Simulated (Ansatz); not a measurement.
# CH₇ClOSi₂: up Jacob's ladder to CCSD(T)

An exercise on one series of results from a longer session: the logs are not shown, and one member is left open.

Program: Ansatz 0.2.0, Gaussian basis. Level of theory: functionals in def2-TZVPP, the program's frozen cores in correlated methods. These are calculated values, not measurements.

Plan: PBE-D4, r2SCAN-D4, PBE0-D4, B3LYP-D4, ωB97X-V, ωB97M-V, B2PLYP; CCSD(T)/def2-TZVPP; MP2/def2-QZVPP; extrapolation to the limit.

## The relaxed structure

All runs share one geometry, relaxed beforehand with PBE0-D4 in a triple-zeta def2 set.

12 atoms, charge 0, spin multiplicity 1.

Atoms are counted from 1 here; the program's logs count them from 0.

Bond lengths: O1–Si2 1.647 Å, O1–H6 0.961 Å, Si2–Si3 2.342 Å, Si2–C4 1.887 Å, Si2–H7 1.490 Å, Si3–H8 1.488 Å, Si3–H9 1.486 Å, Si3–H10 1.489 Å, C4–Cl5 1.793 Å, C4–H11 1.091 Å, C4–H12 1.090 Å. Angles: Si2–O1–H6 115.7°, O1–Si2–Si3 107.1°, O1–Si2–C4 109.6°, O1–Si2–H7 111.8°, Si3–Si2–C4 110.9°, Si3–Si2–H7 111.3°, C4–Si2–H7 106.1°, Si2–Si3–H8 110.6°, Si2–Si3–H9 110.9°, Si2–Si3–H10 109.0°, H8–Si3–H9 109.2°, H8–Si3–H10 108.5°, H9–Si3–H10 108.7°, Si2–C4–Cl5 107.9°, Si2–C4–H11 112.6°, Si2–C4–H12 112.7°, Cl5–C4–H11 107.5°, Cl5–C4–H12 107.0° and more.

The first run:

in.yaml

```yaml
crystal:
  periodic: [false, false, false]
  atoms:
    - {symbol: O, position_ang: [-1.227336, 1.344335, 0.724524]}
    - {symbol: Si, position_ang: [0.062543, 0.634741, -0.014420]}
    - {symbol: Si, position_ang: [1.048806, -0.803801, 1.548988]}
    - {symbol: C, position_ang: [-0.522894, -0.320593, -1.532619]}
    - {symbol: Cl, position_ang: [-1.461331, 0.805179, -2.565735]}
    - {symbol: H, position_ang: [-1.799386, 1.865695, 0.155147]}
    - {symbol: H, position_ang: [1.039413, 1.644612, -0.511831]}
    - {symbol: H, position_ang: [0.082349, -1.850283, 1.978402]}
    - {symbol: H, position_ang: [1.514347, -0.050106, 2.742665]}
    - {symbol: H, position_ang: [2.221414, -1.473882, 0.920969]}
    - {symbol: H, position_ang: [0.304567, -0.702112, -2.132088]}
    - {symbol: H, position_ang: [-1.185292, -1.148885, -1.279804]}
basis:
  gaussian: {orbitals: def2-TZVPP}
hamiltonian: {xc: pbe, dispersion: d4}
output: {forces: true, orbitals: {seedname: orbitals}}
```

Started as:

```bash
$ ansatz run in.yaml --threads 4 --pin off --events-out ev --progress --plain --max-ram 10444MiB
```

Steps of the session up to this table: PBE-D4 (GGA); r2SCAN-D4 (meta-GGA); PBE0-D4 (hybrid); B3LYP-D4 (hybrid); ωB97X-V (range-separated); ωB97M-V (range-separated); B2PLYP (double hybrid); CCSD(T) in def2-TZVPP; MP2 in def2-QZVPP.

One table of the session follows, with a row left open; its other results are not shown here.

| method | atomisation energy (kcal/mol) |
| --- | --- |
| PBE-D4 | 957.6 |
| r2SCAN-D4 | 954.2 |
| PBE0-D4 | 947.0 |
| B3LYP-D4 | 949.4 |
| ωB97X-V | 958.7 |
| ωB97M-V | ? |
| B2PLYP | 938.2 |
| HF/def2-TZVPP | 702.1 |
| MP2/def2-TZVPP | 937.0 |
| CCSD/def2-TZVPP | 916.2 |
| CCSD(T)/def2-TZVPP | 928.6 |
| MP2/CBS | 964.1 |
| CCSD(T)/CBS | 955.7 |

Estimate the missing values for ωB97M-V.

**Answer.** atomisation energy (kcal/mol): 955.0. In the column «atomisation energy (kcal/mol)» it lies between r2SCAN-D4 (954.2) and CCSD(T)/CBS (955.7).

Caveats from the session: Free atoms (1 O, 2 Si, 1 C, 1 Cl, 7 H) were run apart at each level; the atomisation energy is their sum less the molecule, without zero-point or spin-orbit terms.
